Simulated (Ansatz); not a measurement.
# Nb: the crystal squeezed far

An exercise on one series of results from a longer session: the logs are not shown, and one member is left open.

Program: Ansatz 0.2.0. Level of theory: DFT LDA, with the methods named in each step. These are calculated values, not measurements.

## The system as given

Symmetry: Pm-3m, No. 221, cubic system. Conventional cell: a = 2.643 Å, b = 2.643 Å, c = 2.643 Å, α = 90.00°, β = 90.00°, γ = 90.00°. Nb (site symmetry m-3m) has 6 Nb at 2.64 Å as nearest neighbours.

Structure file:

```xyz
1
Lattice="2.6435 0.0000 0.0000 0.0000 2.6435 0.0000 0.0000 0.0000 2.6435" Properties=species:S:1:pos:R:3 pbc="T T T"
Nb    0.0000    0.0000    0.0000
```

Whether this phase is the stable one at these pressures isn't tested.

Set-up of the first run:

Contents of input.yaml:

```yaml
crystal:
  lattice:
    - [2.6434665206, 0.0, 0.0]
    - [0.0, 2.6434665206, 0.0]
    - [0.0, 0.0, 2.6434665206]
  atoms:
    - { symbol: Nb, position: [0.0, 0.0, 0.0] }
kpoints:
  mp_grid: { grid: [14, 14, 14] }
scf:
  occupations: { method: fermi_dirac, width: 0.05 }
hamiltonian:
  xc: lda
  pseudopotentials: { kind: paw }
output:
  forces: true
  stress: true
relax:
  f_tol: 0.005
  max_steps: 40
  cell: {}
```

The run is started by

```console
$ ansatz run input.yaml --threads 1 --pin off --max-ram 2048MiB --backend cpu --events-out ev --progress --plain --runs-dir out
```

Steps of the session up to this table: Cell relaxed at zero pressure, PAW; Volume scaled by 1, PAW; Volume scaled by 0.9, PAW; Volume scaled by 0.8, PAW; Volume scaled by 0.8, PAW (cutoff 300 eV); Volume scaled by 0.7, PAW; Volume scaled by 0.6, PAW; Volume scaled by 0.5, PAW; Volume scaled by 0.5, PAW (core large); Volume scaled by 0.4, PAW; Volume scaled by 0.4, PAW (cutoff 250 eV).

One of the session's tables, all rows but one given; the rest of the session is left out.

| method | volume over the first | volume (Å³/atom) | pressure (GPa) |
| --- | --- | --- | --- |
| PAW | 1 | 18.826 | 0.00 |
| PAW | 0.9 | ? | ? |
| PAW | 0.8 | 15.061 | 52.29 |
| PAW | 0.7 | 13.178 | 109.58 |
| PAW | 0.6 | 11.296 | 212.38 |
| PAW | 0.5 | 9.413 | 416.21 |
| PAW | 0.4 | 7.530 | 884.79 |
| PAW (core large) | 0.5 | 9.413 | 416.21 |
| PAW (cutoff 250 eV) | 0.4 | 7.530 | 894.61 |
| PAW (cutoff 300 eV) | 0.8 | 15.061 | 52.41 |

**Question.** Estimate the row for PAW, 0.9.

As computed: volume (Å³/atom): 16.943; pressure (GPa): 19.55. In the column «volume (Å³/atom)» it lies between PAW (cutoff 300 eV), 0.8 (15.061) and PAW, 1 (18.826).

Caveats from the session: Warnings in the runs' records: cutoff below recommended, datasets by core.
